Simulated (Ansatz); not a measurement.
**CdAg (Pm-3m): comparison of functionals at one structure**

Aim: a comparison of functionals at one structure, for CdAg (Pm-3m), run from a script.

Program: Ansatz 0.2.0 through its Python package. The levels of theory stand in the script. These are calculated values, not measurements.

## (1) The structure

It takes space group Pm-3m (No. 221, cubic). Conventional cell: a = 3.330 Å, b = 3.330 Å, c = 3.330 Å, α = 90.00°, β = 90.00°, γ = 90.00°. Cd (site symmetry m-3m) is surrounded by 8 Ag at 2.88 Å. Around Ag (site symmetry m-3m) lie 8 Cd at 2.88 Å.

The script holds or builds the structure itself.

## (2) The script

The input, xc_cdag.py:

```python
"""One structure of CdAg under several functionals."""

import warnings

import ansatz as az
import pandas as pd


def main() -> None:
    warnings.simplefilter("ignore", az.DeckWarning)

    lattice = az.Lattice.of(
        (3.33, 0.0, 0.0),
        (0.0, 3.33, 0.0),
        (0.0, 0.0, 3.33),
    )
    sites = [
        ("Cd", (0.5, 0.5, 0.5)),
        ("Ag", (0.0, 0.0, 0.0)),
    ]
    cdag = az.Crystal(lattice=lattice)
    for symbol, position in sites:
        cdag = cdag.atom(symbol, position)

    model = cdag.calculation()
    model = model.basis(510).kpoints(6, center="gamma")
    model = model.occupations(az.OccupationsMethod.FERMI_DIRAC).stress()

    rows = []
    for value in ["lda", "blyp", "pbesol"]:
        report = model.functional(value).run(threads=1, pin="off").report
        rows.append((value, report["free_energy_ev"] / len(report["lattice"]["sites"]), report["n_iterations"], sum(report["stress_gpa"][i][i] for i in range(3)) / 3, report["n_kpoints"]))

    table = pd.DataFrame(rows, columns=["functional", "F/atom (eV)", "iterations", "P (GPa)", "k-points"])
    print(table.round(5).to_string(index=False))


if __name__ == "__main__":
    main()
```

## (3) The run

Command:

```
python xc_cdag.py
```

The log of the run:

```text
functional  F/atom (eV)  iterations  P (GPa)  k-points
       lda  -7788.05615           7 -5.29939        20
      blyp  -7937.81845           7 11.11743        20
    pbesol  -7853.20558           6 -1.31773        20
```

Run time: 9.5 s. Hardware: 1 thread of AMD EPYC 7R43 (Zen 3), shared host; peak memory 0.44 GiB.

## (4) What each run gave

From the records of these 3 runs:

```
run  functional  energy (eV/atom)  pressure (GPa)  SCF cycles  CPU time (s)
  1         lda        -7788.0561           -5.30           7           1.8
  2        blyp        -7937.8185           11.12           7           2.7
  3      pbesol        -7853.2056           -1.32           6           2.6
```

Energies are free energies F = E - TS of the smeared occupations. Totals hang on method, basis and potentials, so only like runs compare.

## (5) Outcome

```
             quantity                          value
        runs compared                              3
pressure at this cell  -5.3 (lda) to 11.1 GPa (blyp)
```

What this shows: From lowest to highest: LDA (-5.3 GPa), PBEsol (-1.3 GPa) and BLYP (11.1 GPa). At a fixed cell a lower pressure usually means a smaller equilibrium volume, so LDA prefers the smallest cell and BLYP the largest. Caveats:
- The mesh is modest for a metal, so energies can be off by several to tens of meV an atom and pressures by half a GPa or more; differences at equal mesh fare better.
- Pressure is positive in compression.
- Total energies of different functionals can't be compared; pressures, moments and gaps at this one structure can.
